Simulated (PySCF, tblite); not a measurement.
**C6H12BNO: geometry, infrared bands and NMR shifts**

Wanted: the infrared bands and NMR shifts of C6H12BNO (`CB(C)C/C=N/C(C)=O`), by calculation.

The runs use tblite 0.8.0 and PySCF 2.14.0, with density-fitted response routines of our own; the level of theory stands in each step. All values are computed, except where a source is named. Atoms are numbered from 0 throughout.

## 1. The starting structure

21 atoms, charge 0, multiplicity 1; geometry from: force field or distance geometry start.

Bonds of the start (Å): C0–B1 1.58, B1–C2 1.58, B1–C3 1.58, C3–C4 1.48, C4–N5 1.27, N5–C6 1.42, C6–C7 1.50, C6–O8 1.28, C0–H9 1.13, C0–H10 1.12, C0–H11 1.08, C2–H12 1.13, C2–H13 1.10, C2–H14 1.13, C3–H15 1.13, C3–H16 1.13, C4–H17 1.09, C7–H18 1.10, C7–H19 1.10, C7–H20 1.10.

## 2. Geometry optimisation with GFN2-xTB

Job settings and geometry (Å):

```
{"job": {"kind": "relax", "xc": "GFN2-xTB", "basis": "xTB"}, "charge": 0, "multiplicity": 1}
C     -2.620100    -1.367600     0.127700
B     -1.822500     0.001500     0.132800
C     -2.625000     1.307800    -0.258300
C     -0.515900     0.224700     0.988300
C      0.736800     0.041100     0.222700
N      1.707200    -0.577000     0.769700
C      2.969000    -0.818200     0.154300
C      3.833600     0.326400    -0.294200
O      3.370000    -2.018600    -0.003900
H     -3.453900    -1.274800    -0.625200
H     -3.127100    -1.583400     1.104200
H     -1.970800    -2.163400    -0.207200
H     -3.736400     1.134900    -0.202600
H     -2.329400     2.165100     0.368600
H     -2.404800     1.536300    -1.342600
H     -0.571500    -0.425900     1.907000
H     -0.468400     1.293400     1.345300
H      0.826500     0.419700    -0.792100
H      4.078200     1.010900     0.526000
H      4.773700    -0.108100    -0.667600
H      3.342000     0.892100    -1.098600
```

Run with:

```bash
> OMP_NUM_THREADS=1 python probes_run.py task.json out
```

The driver reads the jobs from task.json and runs them one after another.

**Question.** This job is followed by: GFN2-xTB harmonic vibrations, gas phase; GIAO PBE0/pcSseg-1 NMR shielding, non-relativistic, gas phase. Predict these results of the whole session: strongest single infrared mode (GFN2-xTB); zero-point energy (GFN2-xTB); ¹³C shifts against TMS (PBE0/pcSseg-1, means over atoms taken as alike); ¹H shifts against TMS (PBE0/pcSseg-1, means over atoms taken as alike); ¹¹B shifts against BF3·OEt2 (PBE0/pcSseg-1); ¹⁵N shifts against NH3 (PBE0/pcSseg-1); ¹⁷O shifts against H2O (PBE0/pcSseg-1); surface potential, 1st and 99th percentile.

As calculated:

| quantity | value |
| --- | --- |
| strongest single infrared mode (GFN2-xTB) | 1786 cm⁻¹, 483 km/mol |
| zero-point energy (GFN2-xTB) | 106.6 kcal/mol |
| ¹³C shifts against TMS (PBE0/pcSseg-1, means over atoms taken as alike) | 179.3, 155.3, 48.7, 26.8, 17.0 ppm |
| ¹H shifts against TMS (PBE0/pcSseg-1, means over atoms taken as alike) | 7.59, 2.74, 2.09, 1.11 ppm |
| ¹¹B shifts against BF3·OEt2 (PBE0/pcSseg-1) | 88.7 ppm |
| ¹⁵N shifts against NH3 (PBE0/pcSseg-1) | 401.0 ppm |
| ¹⁷O shifts against H2O (PBE0/pcSseg-1) | 512.5 ppm |
| surface potential, 1st and 99th percentile | -1.99 V and 1.21 V |

**Reading.** Over 154 steps the energy fell by 0.892 eV; of the close pairs, N5–C6 changed most, 1.424 to 1.356 Å. The lowest mode is slightly imaginary (17i cm⁻¹), a soft motion within the noise of the Hessian, so the minimum is not strictly shown. The strongest single mode, at 1786 cm⁻¹, moves mainly N5 and C4. GFN2-xTB is a fitted tight-binding method: band positions and strengths are rough. Its intensities can rank the bands wrongly. The most deshielded carbon is C6 (amide carbonyl carbon), at 179.3 ppm: it is a carbonyl in resonance with an O or N lone pair, the region of acids, esters and amides. At PBE0/pcSseg-1: The widest tensor belongs to O8: span 887 ppm, with a paramagnetic part of -578 ppm. At PBE0/pcSseg-1, counted by nearest atom on the grid, the HOMO lies on O8 53 %; N5 23 %, the LUMO on B1 33 %; C4 17 %.
